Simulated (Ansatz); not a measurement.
**Two self-consistent states of CuSnF6**

Aim: solve CuSnF6 (a database structure at a slightly changed volume) from each of its saved states, at one geometry and mesh, and see which is lowest and how they differ.

All numbers below are computed with Ansatz 0.2.0 (DFT, r2SCAN, plane waves, PAW).

## Step 1: Geometry

Cell: a = 5.444 Å, b = 5.050 Å, c = 5.207 Å, α = 120.21°, β = 92.52°, γ = 116.33°. Nearest neighbours (Å): F1: 1 Cu at 1.93, 1 Sn at 1.95; F2: 1 Cu at 1.93, 1 Sn at 1.95; F3: 1 Sn at 1.90, 1 Cu at 2.15; F4: 1 Sn at 1.90, 1 Cu at 2.15; Sn5: 6 F at 1.90 to 1.96; Cu6: 6 F at 1.92 to 2.15; F7: 1 Cu at 1.92, 1 Sn at 1.96; F8: 1 Cu at 1.92, 1 Sn at 1.96.

As a file:

```
CELL_PARAMETERS angstrom
5.44406 0.00000 0.00000
-2.24002 4.52638 0.00000
-0.22892 -3.03638 4.22340
ATOMIC_POSITIONS crystal
F 0.74800 0.11800 0.87100
F 0.25200 0.88200 0.12900
F 0.73700 0.87600 0.26600
F 0.26300 0.12400 0.73400
Sn 0.50000 0.00000 0.50000
Cu 0.00000 0.00000 0.00000
F 0.25000 0.49700 0.36400
F 0.75000 0.50300 0.63600
```

The states: A, Cu6 up (collinear spin); B, no atom with a moment over 0.3 μB (no spin polarisation). Each run reads its own saved solution as saved_state.

## Step 2: State A: the run

Contents of input.yaml:

```yaml
crystal:
  lattice:
    - [5.44406382, 0.0, 0.0]
    - [-2.24002006, 4.52637847, 0.0]
    - [-0.22892175, -3.03637886, 4.22339847]
  atoms:
    - { symbol: F, position: [0.748, 0.118, 0.871] }
    - { symbol: F, position: [0.252, 0.882, 0.129] }
    - { symbol: F, position: [0.737, 0.876, 0.266] }
    - { symbol: F, position: [0.263, 0.124, 0.734] }
    - { symbol: Sn, position: [0.5, 0.0, 0.5] }
    - { symbol: Cu, position: [0.0, 0.0, 0.0] }
    - { symbol: F, position: [0.25, 0.497, 0.364] }
    - { symbol: F, position: [0.75, 0.503, 0.636] }
kpoints:
  mp_grid: { grid: [4, 5, 4], shift: [0.5, 0.0, 0.5] }
magnetization:
  spin_polarized: true
scf:
  occupations: { method: gaussian, width: 0.0375 }
  lower_state_search: "off"
  max_iter: 200
hamiltonian:
  pseudopotentials: { kind: paw }
  xc: r2scan
basis:
  ecutwfc: 500
  fft_grid_basis: typed
output:
  forces: true
  stress: true
  eigenvalues: true
  bader: true
  populations: true
  elf: true
  write_potential: true
  volumetric_format: npy
  dos:
    e_range: [-12, 8]
    de: 0.05
    projected: { site_lists: { Cu: [Cu], F: [F], Sn: [Sn] } }
checkpoint:
  read: saved_state
```

Log (excerpt; [...] marks lines left out):

```text
Warning: RAYON_NUM_THREADS=1 ignored (pool sized by the plan → 1); use --threads N
[...]
Pseudopotentials: kind: paw
Pseudopotential: F, paw, valence charge 7, recommended cutoff 500 eV (meta_gga), F.paw.azcp
Pseudopotential: Sn, paw, valence charge 14, recommended cutoff 500 eV (meta_gga), Sn.paw.azcp
Pseudopotential: Cu, paw, valence charge 19, recommended cutoff 500 eV (meta_gga), Cu.paw.azcp
Functional definition: r2SCAN
[...]
Crystal: 8 atoms, lattice volume = 104.073 Å³
Basis set: ecut = 500 eV, 2637 PW (Γ), exchange–correlation on 160×160×160 points (64 copies of the dense FFT grid, shifted against one another)
Bands: 46, of which v1, the nominal top of the filled ones, is band 38 counted from 1 (37 counted from 0)
Symmetry: 2 space group operations
Space group: P-1 (ITA 2), of the structure as read, at distance tolerance 4.7e-5 Å
k-points: 40 of 80
[...]
SCF iter   1: F=-17529.887851 eV  HF=-17529.319430 eV  |F-HF|=5.68e-1  |Δ(HF+E_count)|=         —  Δρ=1.34e-2 (↑6.94e-3 ↓1.34e-2)  dr2=1.99e-2  dr2_τ=5.05e-3  dr2_m=2.81e-2  M=1.000 μB ∫|m|=1.113 μB  β_m=0.30  ethr=2.66e-5  ⟨swp⟩=2.3  Hψ=22927  notcnv=0
[...]
spin=Collinear: Resta preconditioning applied to the charge; magnetization (m = ρ↑ − ρ↓) channel mixes plain (no charge-response kernel on spin).
[...]
Fermi energy:    4.783885 eV
[...]
--- Forces (eV/Å), atoms counted from 1 ---
  atom   1  F      0.34890607    -0.19720604     0.69027995
  atom   2  F     -0.34890607     0.19720604    -0.69027995
  atom   3  F      0.71813246    -0.04320843    -0.42035634
  atom   4  F     -0.71813246     0.04320843     0.42035634
  atom   5  Sn     0.00000000     0.00000000     0.00000000
  atom   6  Cu     0.00000000     0.00000000     0.00000000
  atom   7  F     -0.09031716    -0.65982622    -0.15857213
  atom   8  F      0.09031716     0.65982622     0.15857213
[...]
--- Stress (GPa, compression-positive) ---
        6.244773       0.280494      -0.594058
        0.280450       5.271469      -0.596296
       -0.594088      -0.596264       5.754630
  P = ⅓ Tr σ = 5.7570 GPa (57.570 kbar)
--- Band table (eV; the first three rows and the last of 80) ---
[...]
--- Löwdin populations: 8 sites ---
  site symbol       q [e]    m [muB]
     0      F      7.5549     0.0484
     1      F      7.5549     0.0484
     2      F      7.5697     0.0049
     3      F      7.5697     0.0049
     4     Sn     11.8007     0.0009
     5     Cu     17.5176     0.7758
     6      F      7.5548     0.0515
     7      F      7.5548     0.0515
  spilling = 0.004304 (of n_electrons = 75.000000)
--- Bader charges: 8 sites ---
  site symbol  charge [e]  shift [e]    m [muB]
     0      F     -0.7275     0.0046     0.0407
     1      F     -0.7275     0.0046     0.0407
     2      F     -0.7405     0.0043     0.0028
     3      F     -0.7405     0.0043     0.0028
     4     Sn      2.8936     0.0210     0.0062
     5     Cu      1.4973     0.0054     0.8208
     6      F     -0.7275     0.0044     0.0430
     7      F     -0.7275     0.0044     0.0430
  estimated error of the sums over rays = 2.2e-4 e
```

Wall time 2.1 min (1 thread of an x86-64 CPU, shared host); peak memory 0.94 GiB.

## Step 3: What state A looks like

Counts of states in windows (eV from the Fermi level; tetrahedra), total and projected:

```csv
from,to,total,up,down,Cu d,F p
-9.0,-8.0,0.95,0.18,0.78,0.03,0.66
-8.0,-7.0,2.91,1.86,1.05,0.24,2.33
-7.0,-6.0,3.98,1.98,2.00,0.31,3.31
-6.0,-5.0,7.96,3.96,4.00,0.90,6.79
-5.0,-4.0,11.39,5.61,5.78,0.56,10.57
-4.0,-3.0,7.76,3.59,4.18,0.20,7.49
-3.0,-2.0,5.01,4.01,1.00,3.56,1.35
-2.0,-1.0,3.00,1.00,2.00,2.45,0.49
-1.0,0.0,1.00,0.00,1.00,0.79,0.17
0.0,1.0,1.00,0.00,1.00,0.78,0.18
1.0,2.0,0.00,0.00,0.00,0.00,0.00
2.0,3.0,0.00,0.00,0.00,0.00,0.00
3.0,4.0,0.27,0.15,0.13,0.00,0.05
```

On the mesh the valence top lies at -0.45 eV and the conduction bottom at 0.45 eV on this scale.

By element, from the tables in the log (a charge is positive for electrons lost): Löwdin charges also hold the electrons that the projection spills.

```
element  atoms  Bader charge (e)  Bader volume (Å³)  Löwdin charge (e)  Bader moment, size (μB)
      F      6    -0.74 to -0.73       14.2 to 14.8     -0.57 to -0.55             0.00 to 0.04
     Sn      1             +2.89                8.8              +2.20                     0.01
     Cu      1             +1.50                8.5              +1.48                     0.82
```

The Löwdin projection spills 0.4 % of the electrons and depends on the orbitals chosen; where it disagrees with Bader's partition, neither is an observable.

The main site moments: Cu6 up.

## Step 4: Run from state B

Edit input.yaml of step 2 so:

```diff
@@ -17,3 +17,3 @@
 magnetization:
-  spin_polarized: true
+  spin_polarized: false
 scf:
```

Log (excerpt; [...] marks lines left out):

```text
Warning: RAYON_NUM_THREADS=1 ignored (pool sized by the plan → 1); use --threads N
[...]
[... 5 set-up lines as earlier in the session ...]
[...]
Crystal: 8 atoms, lattice volume = 104.073 Å³
Basis set: ecut = 500 eV, 2637 PW (Γ), exchange–correlation on 160×160×160 points (64 copies of the dense FFT grid, shifted against one another)
Bands: 46, of which v1, the nominal top of the filled ones, is band 38 counted from 1 (37 counted from 0)
[... 2 set-up lines as earlier in the session ...]
k-points: 40 of 80
[...]
  atom   8  F      0.07147967     0.56895624     0.09731277
[...]
--- Stress (GPa, compression-positive) ---
        6.562072      -0.188195      -0.274175
       -0.188187       5.158539      -0.044414
       -0.274165      -0.044407       6.006826
  P = ⅓ Tr σ = 5.9091 GPa (59.091 kbar)
--- Band table (eV; the first three rows and the last of 40) ---
[...]
--- Löwdin populations: 8 sites ---
  site symbol       q [e]
     0      F      7.5421
     1      F      7.5421
     2      F      7.5625
     3      F      7.5625
     4     Sn     11.8055
     5     Cu     17.5878
     6      F      7.5427
     7      F      7.5427
  spilling = 0.004160 (of n_electrons = 75.000000)
--- Bader charges: 8 sites ---
  site symbol  charge [e]  shift [e]
     0      F     -0.7144     0.0046
     1      F     -0.7144     0.0046
     2      F     -0.7349     0.0043
     3      F     -0.7349     0.0043
     4     Sn      2.8837     0.0210
     5     Cu      1.4442     0.0056
     6      F     -0.7147     0.0044
     7      F     -0.7146     0.0044
  estimated error of the sums over rays = 2.1e-4 e
```

Run time: 1.7 min. Hardware: 1 thread of an x86-64 CPU, shared host; peak memory 0.82 GiB.

## Step 5: State B: levels and charges

States per cell by energy window, from dos.tsv and pdos.tsv (tetrahedra; eV from the Fermi level):

```csv
from,to,total,Cu d,F p
-8.0,-7.0,0.04,0.00,0.04
-7.0,-6.0,4.03,0.21,3.38
-6.0,-5.0,4.50,0.36,3.84
-5.0,-4.0,9.26,0.78,8.19
-4.0,-3.0,13.97,0.35,13.43
-3.0,-2.0,2.19,0.04,2.13
-2.0,-1.0,6.00,5.11,0.82
-1.0,0.0,2.67,2.03,0.53
0.0,1.0,1.33,0.94,0.34
1.0,2.0,0.00,0.00,0.00
2.0,3.0,0.00,0.00,0.00
3.0,4.0,0.04,0.00,0.01
4.0,5.0,0.48,0.00,0.09
```

Gathered by element (positive charge: electrons given up): Löwdin charges also hold the electrons that the projection spills.

| element | atoms | Bader charge (e) | Bader volume (Å³) | Löwdin charge (e) |
| --- | --- | --- | --- | --- |
| F | 6 | -0.73 to -0.71 | 14.2 to 14.8 | -0.56 to -0.54 |
| Sn | 1 | +2.88 | 8.8 | +2.19 |
| Cu | 1 | +1.44 | 8.6 | +1.41 |

Löwdin charges rest on a small set of atomic orbitals that misses 0.4 % of the electrons, so they need not add up to the cell's charge and can differ from Bader's even in sign.

## Step 6: Comparison

```
state  free energy (meV/atom)  largest site moment (μB)  size of the net moment (μB/cell)  gap (eV)  pressure (GPa)  largest force (eV/Å)  SCF cycles
    A                     0.0                      0.81                              1.00      0.90             5.8                  0.83          10
    B                    83.6                         –                                 –     metal             5.9                  1.01          15
```

State A wins by 83.6 meV per atom over B. They differ in kind: A is gapped, B is a metal. Not all runs allow spin: where it is off, the gap in energy is mostly the cost of forbidding moments, not two ends of one search.

Limits of this run: an odd count of electrons without spin polarisation forces a partly filled band; a 3d oxide or halide that comes out metallic without a U or exact exchange, which may be an insulator in nature; the k mesh is coarse for a cell without a gap.

The gaps are Kohn-Sham values of a semilocal functional, not quasiparticle or optical gaps. Such gaps usually fall short of the measured ones.
